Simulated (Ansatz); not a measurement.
# GaF (Pm-3m) in Ansatz: a series of runs

The runs below take GaF through single point, with PBE.

Everything below comes from runs of Ansatz 0.2.0. Logs are shortened: lines on timing, memory, paths and dates and some standing lists are left out, and cuts for length are marked.

**1. Starting point**

It takes space group Pm-3m (No. 221, cubic). The conventional cell has a = 3.166 Å, b = 3.166 Å, c = 3.166 Å, α = 90.00°, β = 90.00°, γ = 90.00°. Ga (site symmetry m-3m) has 8 F at 2.74 Å as nearest neighbours. F (site symmetry m-3m) is surrounded by 8 Ga at 2.74 Å.

The cell was built by a generator and needn't be a form met in nature.

**2. Single point, PBE, 14.91 Å³/atom (volume scaled by 0.94)**

Contents of input.yaml:

```yaml
crystal:
  lattice:
    - [3.1012912533, 0.0, 0.0]
    - [0.0, 3.1012912533, 0.0]
    - [0.0, 0.0, 3.1012912533]
  atoms:
    - { symbol: Ga, position: [0.0, 0.0, 0.0] }
    - { symbol: F, position: [0.5, 0.5, 0.5] }
kpoints:
  mp_grid: { grid: [8, 8, 8] }
scf:
  occupations: { method: fermi_dirac, width: 0.05 }
hamiltonian:
  xc: pbe
  pseudopotentials: { kind: all_electron, lapw: { basis_error: 0.0005 } }
output:
  forces: true
  stress: true
  eigenvalues: true
```

Potentials or basis: all-electron LAPW, scalar-relativistic.

Launch:

```console
$ ansatz run input.yaml --threads 1 --pin off --max-ram 3072MiB --backend cpu --events-out ev --progress --plain --runs-dir out
```

Standard output:

```text
Warning: RAYON_NUM_THREADS=1 ignored (pool sized by the plan → 1); use --threads N
LAPW: plane waves up to 7.982 Å⁻¹, error target 5.0e-4 eV per atom; small_component_spin mean_spin; F in spheres of 1.269 Å, 7 of its electrons in bands, Dirac shells []; Ga in spheres of 1.417 Å, 21 of its electrons in bands, Dirac shells [] (how accurate: hamiltonian.pseudopotentials.lapw.basis_error, Limitations)
Engine: ansatz 0.2.0, x86_64-unknown-linux-gnu
Pseudopotentials: kind: all_electron
Pseudopotential: Ga, LAPW, valence charge 21, lapw/all_electron/scalar/gaussian/Ga, Koelling and Harmon's equation, gaussian nucleus
Pseudopotential: F, LAPW, valence charge 7, lapw/all_electron/scalar/gaussian/F, Koelling and Harmon's equation, gaussian nucleus
Functional definition: PBE
  parameter kappa = 0.804
  parameter beta = 0.06672455060314922
  exchange = pbe_x(kappa = kappa, mu = beta*pi^2/3)
  correlation = pbe_c(beta = beta)
Crystal: 2 atoms, lattice volume = 29.828 Å³
Basis set: ecut = 242.75223420003843 eV, 251 PW (Γ), exchange–correlation at level 2
Bands: 18, of which v1, the nominal top of the filled ones, is band 14 counted from 1 (13 counted from 0)
Symmetry: 48 space group operations
Space group: Pm-3m (ITA 221), of the structure as read, at distance tolerance 3.1e-5 Å
k-points: 35 of 512
Non-local potential: Ga, projectors of the file, none
Non-local potential: F, projectors of the file, none
Initial density: superposition of atomic densities (chi_scale 0.1, normalization cell), built separately for each of the 2 bonded fragments (scf.initial_density.interfragment_charge_transfer: auto; true builds it for the cell as a whole; a typed value also counts as a typed key of the start: scf.initial_density.chi_scale says what that changes, if anything)
Initial wavefunctions: plane waves of lowest kinetic energy (no species holds an atomic orbital)
Functional: x = pbe(κ = 0.804, μ = 0.2195149727645171), c = pbe(β = 0.06672455060314922)
iter 1 solved again at ethr=2.92e-3 eV; its pass at ethr=1.00e-1 eV (dr2=8.17e-1 eV) is discarded
SCF iter   1: F=—  HF=-55619.515041 eV  |F-HF|=—  |Δ(HF+E_count)|=         —  Δρ=4.10e-2  dr2=8.16e-1  ethr=2.92e-3  ⟨swp⟩=2.0  Hψ=4073  notcnv=0
preconditioner: auto → none  [insulator: Δε(μ)=0.278 eV  Ē_g=18.419 eV  σ=0.050 eV  W_gap=0.65  n_scr=6 (ndim 8)  ℏωp=30.4 eV  f_vac=0.000  D(μ)=0.06/eV (n_scr^D=0)  ε∞_Penn≈3.7]
SCF iter   2: F=—  HF=-55618.989359 eV  |F-HF|=—  |Δ(HF+E_count)|=   5.26e-1  Δρ=1.38e-2  dr2=8.30e-2  ethr=2.91e-3  ⟨swp⟩=3.0  Hψ=2146  notcnv=0
SCF iter   3: F=—  HF=-55618.548698 eV  |F-HF|=—  |Δ(HF+E_count)|=   4.41e-1  Δρ=1.00e-2  dr2=4.90e-2  ethr=2.97e-4  ⟨swp⟩=2.9  Hψ=2084  notcnv=0
SCF iter   4: F=—  HF=-55618.538723 eV  |F-HF|=—  |Δ(HF+E_count)|=   9.97e-3  Δρ=4.40e-3  dr2=9.79e-3  ethr=1.75e-4  ⟨swp⟩=2.2  Hψ=2000  notcnv=0
SCF iter   5: F=—  HF=-55618.529631 eV  |F-HF|=—  |Δ(HF+E_count)|=   9.09e-3  Δρ=2.11e-3  dr2=2.24e-3  ethr=3.50e-5  ⟨swp⟩=2.0  Hψ=1854  notcnv=0
iter 6 solved again at ethr=3.68e-9 eV; its pass at ethr=7.99e-6 eV (dr2=1.03e-6 eV) is discarded
SCF iter   6: F=—  HF=-55618.527075 eV  |F-HF|=—  |Δ(HF+E_count)|=   2.56e-3  Δρ=6.75e-5  dr2=1.02e-6  ethr=3.68e-9  ⟨swp⟩=3.1  Hψ=3251  notcnv=0
SCF iter   7: F=—  HF=-55618.527083 eV  |F-HF|=—  |Δ(HF+E_count)|=   7.61e-6  Δρ=1.82e-5  dr2=1.29e-7  ethr=3.64e-9  ⟨swp⟩=3.0  Hψ=1985  notcnv=0
SCF iter   8: F=-55618.527083 eV  HF=-55618.527083 eV  |F-HF|=2.63e-9  |Δ(HF+E_count)|=   7.47e-9  Δρ=2.16e-6  dr2=9.39e-10  ethr=4.61e-10  ⟨swp⟩=3.0  Hψ=1981  notcnv=0
SCF 1 converged in 8 iterations: F = -55618.527083 eV  dr2 = 9.39e-10
SCF converged after 8 iterations
Free energy (F): -55618.527083 eV
Harris-Foulkes:  -55618.527083 eV  (|F-HF|=2.63e-9)
Internal energy: -55618.526685 eV  (E = F + TS)
E sigma→0 (E₀):  -55618.526884 eV
Entropy (-TS):   -0.000398 eV (-0.199 meV/atom)
Fermi energy:    8.151810 eV
--- Per-component energies (eV) ---
  E_band       = -845.923783
  E_kinetic    = 56658.601783
  E_xc         = -2341.082463
  E_electrostatic = -109936.046004  (all electrons and nuclei)
  E_smearing   = -0.000398  (= −TS)
  E_closure    = 0.000000  (closes the sum)
  E_atoms      = -55611.126607  (free atoms, spherical and without spin; not in F)
  Σ components = -55618.527083   (vs F -55618.527083, Δ=0.00e0)
  Basis errors (estimates in eV, not in F): energy 1.2e-4 per atom: plane waves 1.1e-4 (8.0e-5 summed), levels above the bands 3.8e-86, relativity 5.4e-9, radial functions 5.5e-6, core shells 3.4e-10; eigenvalues (radial functions only) 8.2e-5; not estimated: angular momenta, meshes, grids; target (lapw.basis_error) 5.0e-4; muffin-tin radii F 1.269 Å, Ga 1.417 Å
--- Forces (eV/Å), atoms counted from 1 ---
  atom   1  Ga    -0.00000000    -0.00000000     0.00000000
  atom   2  F      0.00000000     0.00000000    -0.00000000
  max |Σ_I F_I| component: 1.38e-30 eV/Å
--- Stress (GPa, compression-positive) ---
        3.142833       0.000000       0.000000
        0.000000       3.142833       0.000000
        0.000000       0.000000       3.142833
  P = ⅓ Tr σ = 3.1428 GPa (31.428 kbar)
--- Band table (eV; the first three rows and the last of 35) ---
  k-point 0: bands = ["-135.1989", "-85.9349", "-85.9349", "-85.9349", "-14.6559", "-6.4201", "-6.4201", "-6.2229", "-6.2229", "-6.2229", "1.7139", "4.2119", "4.2119", "4.2119", "16.6651", "16.6651", "16.6651", "17.7879"]
  k-point 1: bands = ["-135.1989", "-85.9351", "-85.9349", "-85.9349", "-14.6302", "-6.4183", "-6.3998", "-6.2315", "-6.2315", "-6.2222", "1.5406", "4.2550", "4.2550", "4.4599", "14.4368", "16.6837", "16.6837", "18.0067"]
  k-point 2: bands = ["-135.1989", "-85.9354", "-85.9349", "-85.9349", "-14.5673", "-6.4141", "-6.3517", "-6.2522", "-6.2522", "-6.2205", "1.1713", "4.3605", "4.3605", "5.1372", "11.8959", "16.7234", "16.7234", "18.6603"]
  k-point 34: bands = ["-135.1988", "-85.9358", "-85.9358", "-85.9358", "-14.2283", "-6.3579", "-6.3579", "-6.3579", "-6.1734", "-6.1734", "3.6044", "3.6044", "3.6044", "8.3183", "10.2370", "10.2370", "10.2370", "20.1875"]
```

It took 9.7 s on 1 thread of AMD EPYC (Zen 3), shared host; peak memory 0.29 GiB.

Results:

* Free energy: -55618.5271 eV
* Pressure: 3.1 GPa
* Band gap on the k mesh: none (metal or under the smearing width)

**3. Single point, PBE, 15.23 Å³/atom (volume scaled by 0.96)**

input.yaml: that of step 2 with these lines changed.

```diff
@@ -2,5 +2,5 @@
   lattice:
-    - [3.1012912533, 0.0, 0.0]
-    - [0.0, 3.1012912533, 0.0]
-    - [0.0, 0.0, 3.1012912533]
+    - [3.1231320521, 0.0, 0.0]
+    - [0.0, 3.1231320521, 0.0]
+    - [0.0, 0.0, 3.1231320521]
   atoms:
```

Potentials or basis: all-electron LAPW, scalar-relativistic.

Launch:

```console
$ ansatz run input.yaml --threads 1 --pin off --max-ram 3072MiB --backend cpu --events-out ev --progress --plain --runs-dir out
```

Wall time 9.2 s (1 thread of AMD EPYC (Zen 3), shared host); peak memory 0.29 GiB.

The run converged. Its results:

| Item | Value |
| --- | --- |
| Free energy | -55618.5372 eV |
| Pressure | 2.0 GPa |
| Band gap on the k mesh | none (metal or under the smearing width) |

**4. Single point, PBE, 15.55 Å³/atom (volume scaled by 0.98)**

input.yaml: that of step 3 with these lines changed.

```diff
@@ -2,5 +2,5 @@
   lattice:
-    - [3.1231320521, 0.0, 0.0]
-    - [0.0, 3.1231320521, 0.0]
-    - [0.0, 0.0, 3.1231320521]
+    - [3.1446715745, 0.0, 0.0]
+    - [0.0, 3.1446715745, 0.0]
+    - [0.0, 0.0, 3.1446715745]
   atoms:
```

Launch:

```console
$ ansatz run input.yaml --threads 1 --pin off --max-ram 3072MiB --backend cpu --events-out ev --progress --plain --runs-dir out
```

Wall time 10 s (1 thread of AMD EPYC (Zen 3), shared host); peak memory 0.3 GiB.

The run converged. Its results:

- Free energy: -55618.5430 eV
- Pressure: 1.0 GPa
- Band gap on the k mesh: 0.19 eV, indirect (least direct gap 1.07 eV)

**5. Single point, PBE, 15.87 Å³/atom**

input.yaml: that of step 4 with these lines changed.

```diff
@@ -2,5 +2,5 @@
   lattice:
-    - [3.1446715745, 0.0, 0.0]
-    - [0.0, 3.1446715745, 0.0]
-    - [0.0, 0.0, 3.1446715745]
+    - [3.16592, 0.0, 0.0]
+    - [0.0, 3.16592, 0.0]
+    - [0.0, 0.0, 3.16592]
   atoms:
```

Launch:

```console
$ ansatz run input.yaml --threads 1 --pin off --max-ram 3072MiB --backend cpu --events-out ev --progress --plain --runs-dir out
```

It took 8.5 s on 1 thread of AMD EPYC (Zen 3), shared host; peak memory 0.29 GiB.

It converged, with:

- Free energy: -55618.5450 eV
- Pressure: 0.0 GPa
- Band gap on the k mesh: 0.33 eV, indirect (least direct gap 1.13 eV)

**6. Single point, PBE, 16.18 Å³/atom (volume scaled by 1.02)**

input.yaml: that of step 5 with these lines changed.

```diff
@@ -2,5 +2,5 @@
   lattice:
-    - [3.16592, 0.0, 0.0]
-    - [0.0, 3.16592, 0.0]
-    - [0.0, 0.0, 3.16592]
+    - [3.1868869687, 0.0, 0.0]
+    - [0.0, 3.1868869687, 0.0]
+    - [0.0, 0.0, 3.1868869687]
   atoms:
```

Potentials or basis: all-electron LAPW, scalar-relativistic.

Launch:

```console
$ ansatz run input.yaml --threads 1 --pin off --max-ram 3072MiB --backend cpu --events-out ev --progress --plain --runs-dir out
```

Run time: 8.7 s. Hardware: 1 thread of AMD EPYC (Zen 3), shared host; peak memory 0.29 GiB.

It converged, with:

```yaml
Free_energy: -55618.5435 eV
Pressure: -0.8 GPa
Band_gap_on_the_k_mesh: 0.48 eV, indirect (least direct gap 1.18 eV)
```

**7. Single point, PBE, 16.50 Å³/atom (volume scaled by 1.04)**

input.yaml: that of step 6 with these lines changed.

```diff
@@ -2,5 +2,5 @@
   lattice:
-    - [3.1868869687, 0.0, 0.0]
-    - [0.0, 3.1868869687, 0.0]
-    - [0.0, 0.0, 3.1868869687]
+    - [3.2075816197, 0.0, 0.0]
+    - [0.0, 3.2075816197, 0.0]
+    - [0.0, 0.0, 3.2075816197]
   atoms:
```

Launch:

```console
$ ansatz run input.yaml --threads 1 --pin off --max-ram 3072MiB --backend cpu --events-out ev --progress --plain --runs-dir out
```

Wall time 8.3 s (1 thread of AMD EPYC (Zen 3), shared host); peak memory 0.29 GiB.

The run converged. Its results:

- Free energy: -55618.5387 eV
- Pressure: -1.6 GPa
- Band gap on the k mesh: 0.62 eV, indirect (least direct gap 1.24 eV)

**8. Single point, PBE, 16.82 Å³/atom (volume scaled by 1.06)**

input.yaml: that of step 7 with these lines changed.

```diff
@@ -2,5 +2,5 @@
   lattice:
-    - [3.2075816197, 0.0, 0.0]
-    - [0.0, 3.2075816197, 0.0]
-    - [0.0, 0.0, 3.2075816197]
+    - [3.2280126268, 0.0, 0.0]
+    - [0.0, 3.2280126268, 0.0]
+    - [0.0, 0.0, 3.2280126268]
   atoms:
```

Launch:

```console
$ ansatz run input.yaml --threads 1 --pin off --max-ram 3072MiB --backend cpu --events-out ev --progress --plain --runs-dir out
```

It took 10 s on 1 thread of AMD EPYC (Zen 3), shared host; peak memory 0.29 GiB.

The run converged. Its results:

* Free energy: -55618.5312 eV
* Pressure: -2.2 GPa
* Band gap on the k mesh: 0.75 eV, indirect (least direct gap 1.29 eV)
